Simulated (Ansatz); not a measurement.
# AlPt: the cost of one run

All numbers are computed with Ansatz 0.2.0, driven from Python. Level of theory: DFT r2SCAN+D3(BJ) with three-body term, plane waves, PAW.

### Step 1. Starting point

It takes space group Pm-3m (No. 221, cubic). Conventional cell: a = 3.092 Å, b = 3.092 Å, c = 3.092 Å, α = 90.00°, β = 90.00°, γ = 90.00°. Around Al (site symmetry m-3m) lie 8 Pt at 2.68 Å. Pt (site symmetry m-3m) is surrounded by 8 Al at 2.68 Å.

No structure file is read: the coordinates are typed or built in the script.

### Step 2. The code

Contents of fold_alpt.py:

```python
import ansatz as az
from tabulate import tabulate


def main() -> None:
    structure = (
        az.Lattice.of((3.09155, 0.0, 0.0), (0.0, 3.09155, 0.0), (0.0, 0.0, 3.09155))
        .atom("Al", (0.0, 0.0, 0.0))
        .atom("Pt", (0.5, 0.5, 0.5))
    )

    mesh = (6, 6, 6)
    rows = []
    for repeats in [(1, 1, 1), (1, 1, 2)]:
        job = structure.supercell(*repeats).calculation()
        job = job.functional(az.Functional.R2SCAN, dispersion="d3bjatm")
        job = job.occupations("Fermi-Dirac", width=0.1)
        job = job.kpoints(*(k // n for k, n in zip(mesh, repeats)))
        summary = job.run(threads=1).report
        n = len(summary["lattice"]["sites"])
        rows.append((repeats, n, summary["free_energy_ev"] / n, summary["fermi_energy_ev"], summary["n_kpoints"], summary["n_symmetry_ops"]))
    print(tabulate(rows, headers=["repeats", "atoms", "F/atom eV", "Fermi level eV", "k-points", "symmetry operations"], floatfmt=".4f", tablefmt="pipe"))


if __name__ == "__main__":
    main()
```

### Step 3. What the engine is handed

The package turns the script's settings into the engine's input (first run):

```yaml
crystal:
  lattice:
    - [3.09155, 0.0, 0.0]
    - [0.0, 3.09155, 0.0]
    - [0.0, 0.0, 3.09155]
  atoms:
    - { symbol: Al, position: [0.0, 0.0, 0.0] }
    - { symbol: Pt, position: [0.5, 0.5, 0.5] }
kpoints:
  mp_grid:
    grid: [6, 6, 6]
hamiltonian:
  xc: r2scan
  dispersion: d3bjatm
scf:
  occupations:
    method: fermi_dirac
    width: 0.1
```

### Step 4. Launch

On the command line:

```console
$ python fold_alpt.py
```

What time and memory should one allow on 1 thread of Arm Neoverse V1, shared host?

About 6 s, with a peak of 0.46 GiB.
